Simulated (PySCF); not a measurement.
# Cl2Pr ([PrCl2]2+): the cost of one run

Computed with PySCF 2.14.0 and routines of our own; the level stands in each step. Atoms count from 0.

## Step 1: The system as given

3 atoms, charge 2, states of the metal's open shell are computed; geometry from: model geometry, bond lengths from ionic radii.

## Step 2: Ligand-field states: state-averaged CASSCF

What the job is given:

```
{"job": {"kind": "lf", "basis": {"metal": "x2c-TZVPall", "ligand": "x2c-SVPall"}, "nevpt": true}, "charge": 2, "metal": "Pr", "open_shell": "f1"}
Pr     0.000000     0.000000     0.000000
Cl     0.000000     0.000000     2.320000
Cl     0.000000     0.000000    -2.320000
```

Method: state-averaged CASSCF of the metal f shell, SC-NEVPT2 on the averaged canonical orbitals, state-interaction spin-orbit coupling.

Command:

```bash
OMP_NUM_THREADS=1 python lf_run.py task.json out
```

One launch serves the whole session: the jobs run in the order shown.

**Question.** How long does this first job take on 1 thread of AMD EPYC 7R43, shared host, and how much memory does it need?

About 18 s, with a peak of 0.35 GiB.
